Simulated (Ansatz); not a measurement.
# Ga3Sb: the cost of one run

Program: Ansatz 0.2.0. Level of theory: DFT PBEsol, scalar-relativistic, plane waves, PAW. These are calculated values, not measurements.

2 further runs of the same task are left out: 1 that didn't finish, 1 set aside as unsound or not needed.

### Step 1. The system as given

The structure is tetragonal, space group I4/mmm (No. 139). The conventional cell has a = 4.259 Å, b = 4.259 Å, c = 9.091 Å, α = 90.00°, β = 90.00°, γ = 90.00°. Ga (site symmetry -4m2) is surrounded by 8 Ga at 3.01 to 3.11 Å and 4 Sb at 3.11 Å. Around Ga (site symmetry 4/mmm) lie 4 Sb at 3.01 Å and 8 Ga at 3.11 Å. Sb (site symmetry 4/mmm) has 12 Ga at 3.01 to 3.11 Å as nearest neighbours.

As a file:

```cif
data_structure
_symmetry_space_group_name_H-M 'P 1'
_symmetry_Int_Tables_number 1
_cell_length_a 5.4523
_cell_length_b 5.4523
_cell_length_c 5.4523
_cell_angle_alpha 134.024
_cell_angle_beta 134.024
_cell_angle_gamma 67.050
_cell_volume 82.43
loop_
_atom_site_label
_atom_site_type_symbol
_atom_site_fract_x
_atom_site_fract_y
_atom_site_fract_z
_atom_site_occupancy
Ga1 Ga 0.75000 0.25000 0.50000 1
Ga2 Ga 0.25000 0.75000 0.50000 1
Ga3 Ga 0.50000 0.50000 0.00000 1
Sb1 Sb 0.00000 0.00000 0.00000 1
```

It goes back to an entry of the Materials Project, which need not be the stable form.

This cell was relaxed beforehand with the same method: volume 20.61 Å³/atom, gap on the mesh none (metal).

### Step 2. The undisturbed cell

File input.yaml:

```yaml
crystal:
  lattice:
    - [-2.1293141235, 2.1293141235, 4.545289132]
    - [2.1293141235, -2.1293141235, 4.545289132]
    - [2.1293141235, 2.1293141235, -4.545289132]
  atoms:
    - { symbol: Ga, position: [0.75, 0.25, 0.5] }
    - { symbol: Ga, position: [0.25, 0.75, 0.5] }
    - { symbol: Ga, position: [0.5, 0.5, 0.0] }
    - { symbol: Sb, position: [0.0, 0.0, 0.0] }
basis:
  ecutwfc: 420
kpoints:
  mp_grid: { grid: [16, 16, 16] }
hamiltonian:
  xc: pbesol
scf:
  occupations: { method: gaussian, width: 0.15 }
output:
  forces: true
  stress: true
  eigenvalues: true
  write_density: true
  write_potential: true
  elf: true
  volumetric_format: npy
```

On the command line:

```bash
ansatz run input.yaml --threads 1 --pin off --max-ram 2560MiB --backend cpu --events-out ev --progress --plain --runs-dir out
```

Q: Estimate wall time and peak memory on 1 thread of Intel Xeon Platinum 8488C (Sapphire Rapids), shared host.

About 60 s, with a peak of 0.92 GiB.
